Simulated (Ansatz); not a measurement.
This script makes an equation of state with a fit of CdH2O2, space group P-3m1 with Ansatz's Python interface.

Script `eos.py`:
```python
import logging
import sys

import ansatz as az
import numpy as np

logging.basicConfig(stream=sys.stdout, format="%(levelname)s:%(name)s:%(message)s")
logger = logging.getLogger("ansatz_job")
logger.setLevel(logging.INFO)

config = {
    "functional": "pbesol",
    "smearing": "Fixed",
    "tolerance": 1e-07,
    "mesh": (6, 6, 4),
}

VECTORS = np.array([
    [3.51552596, 0.0, 0.0],
    [-1.75776298, 3.04453479, 0.0],
    [0.0, 0.0, 4.64297929],
])
SITES = [
    ("Cd", [0.0, 0.0, 0.0]),
    ("H", [2 / 3, 1 / 3, 0.55096072]),
    ("H", [1 / 3, 2 / 3, 0.44903928]),
    ("O", [2 / 3, 1 / 3, 0.759372]),
    ("O", [1 / 3, 2 / 3, 0.240628]),
]


def on_lattice(cell):
    crystal = az.Crystal(lattice=az.Lattice.of(cell))
    for symbol, position in SITES:
        crystal = crystal.atom(symbol, position)
    return crystal


def main() -> None:
    volumes, energies, pressures = [], [], []
    for scale in np.linspace(0.94, 1.06, 7):
        cell = VECTORS * scale ** (1 / 3)
        setup = on_lattice(cell).calculation()
        setup = setup.functional(config["functional"]).pseudopotentials("paw")
        setup = setup.basis(17 * az.Ha)
        setup = setup.occupations(config["smearing"]).scf(tolerance=config["tolerance"])
        setup = setup.kpoints(*config["mesh"])
        setup = setup.stress()
        summary = setup.run(threads=1).report
        volumes.append(abs(np.linalg.det(cell)) / len(SITES))
        energies.append(summary["free_energy_ev"] / len(SITES))
        pressures.append(np.trace(summary["stress_gpa"]) / 3)
        logger.info(f"V = {volumes[-1]:8.4f} A^3/atom  F = {energies[-1]:.5f} eV/atom  P = {pressures[-1]:8.3f} GPa")

    x = np.array(volumes) ** (-2 / 3)
    poly = np.polynomial.Polynomial.fit(x, energies, 3).convert()
    roots = poly.deriv().roots()
    x0 = min((r.real for r in roots if abs(r.imag) < 1e-9 and poly.deriv(2)(r.real) > 0), key=lambda r: abs(r - x.mean()))
    v0 = x0 ** -1.5
    b0 = 4 / 9 * poly.deriv(2)(x0) * v0 ** (-7 / 3) * 160.21766
    b1 = 4 + 2 / 3 * x0 * poly.deriv(3)(x0) / poly.deriv(2)(x0)
    logger.info(f"V0 = {v0:.4f} A^3/atom, B0 = {b0:.1f} GPa, dB/dP = {b1:.2f}")


if __name__ == "__main__":
    main()
```

From its runs, with one value withheld:

| V (Å³/atom) | F less the lowest row shown (meV/atom) |
| --- | --- |
| 9.343 | ? |
| 9.541 | 4.55 |
| 9.740 | 0.71 |
| 9.939 | 0.00 |
| 10.138 | 2.03 |
| 10.336 | 6.59 |
| 10.535 | 13.37 |

What is the missing energy at 9.343 Å³ an atom?

A third-order Birch-Murnaghan fit, E = E0 + (9 V0 B0 / 16) [(t - 1)³ B' + (t - 1)² (6 - 4t)] with t = (V0/V)^(2/3), through the 6 rows shown gives V0 = 9.889 Å³, B0 = 114.4 GPa, B' = 4.36 and E0 = -0.10 meV. At V = 9.343 Å³, t = 1.03861, and the fit extrapolates to 11.82 meV. The run gave 11.82 meV, a miss of 0.00 meV.

What to keep in mind:
- Shape and fractional positions are held along the curve, so the bulk modulus is an upper value where they are free to relax, by a factor of two or more in layered or hydrogen-bonded cells.
- The program warned that this SCF threshold is loose for forces or stresses.
- Pressure is positive in compression.
- The structure comes from a database of computed cells and needn't be a stable or known phase.
- Run time: 3.3 s on 1 thread of AMD EPYC 9R05 (Zen 5) (shared host), peak memory 0.39 GiB.
